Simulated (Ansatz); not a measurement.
# ZrCl+ (singlet): the correlation ladder, def2-TZVPP

The task here is to estimate one member of a computed series from the others.

Computed with Ansatz 0.2.0, Gaussian basis. Level: def2-TZVPP, core rule «outside noble gas», up to 9 orbitals frozen.

To be run: UHF; CCSD(T) on RHF; CCSD(T) on UHF; CCSDT(Q) on RHF; CCSDT(Q) on UHF.

10 further runs of the same task are left out: 6 for a known fault of the program, 4 set aside as unsound or not needed.

**What is computed**

The geometry is a PBE0/def2-TZVP stationary point (not a proven minimum) of the parent state, kept for this charge and spin. No spin-orbit coupling is included. Elements past krypton take def2 core potentials.

2 atoms, charge 1, spin multiplicity 1.

Atoms are counted from 1 here; the program's logs count them from 0.

Bond lengths: Zr1–Cl2 2.227 Å.

The first run:

File in.yaml:

```yaml
crystal:
  periodic: [false, false, false]
  atoms:
    - {symbol: Zr, position_ang: [0.000000, 0.000000, 0.000000]}
    - {symbol: Cl, position_ang: [0.000000, 0.000000, 2.227000]}
basis:
  gaussian: {orbitals: def2-TZVPP}
total_charge: 1
magnetization: {spin_polarized: true, initial_magnetization: 0}
hamiltonian: {xc: hf}
output: {orbitals: {seedname: orbitals}}
```

Command:

```bash
$ ansatz run in.yaml --threads 1 --pin off --events-out ev --progress --plain --max-ram 3968MiB --backend cpu
```

Steps of the session up to this table: UHF; CCSD(T) on RHF; CCSD(T) on UHF; CCSDT(Q) on RHF; CCSDT(Q) on UHF.

One of the session's tables, all rows but one given; the rest of the session is left out.

```
   method  from RCCSDT(Q) (meV)
      UHF               +7009.2
     RMP2               +1565.9
     UMP2                +722.5
    RCCSD                +647.8
    UCCSD                +128.7
 RCCSD(T)                 +59.8
 UCCSD(T)                     ?
   RCCSDT                 +39.9
   UCCSDT                -291.9
RCCSDT(Q)                     0
UCCSDT(Q)                -322.1
```

**Question.** Estimate the row for UCCSD(T).

**Answer.** from RCCSDT(Q) (meV): -251.6. In the column «from RCCSDT(Q) (meV)» it lies between UCCSDT (-291.9) and RCCSDT(Q) (0).

Left out of the table: RHF (another determinant or state than the rows shown).

Limits of these values: The determinant is far from a pure spin state, so its energy mixes those of several spin states (harmless only where they are near-degenerate, as at dissociation). The report flags that the cluster equations may have other roots. The program flags UCCSD(T), RCCSDT(Q), UCCSDT(Q) as in doubt, so the zero of the table is itself unsure. Warnings: restricted reference is unstable; spin contamination; coupled cluster took another determinant than the lowest; large T1 diagnostic. Restricted and unrestricted rows rest on different reference determinants; where their highest levels disagree by more than a few hundredths of an eV, they describe different states and don't form one ladder.
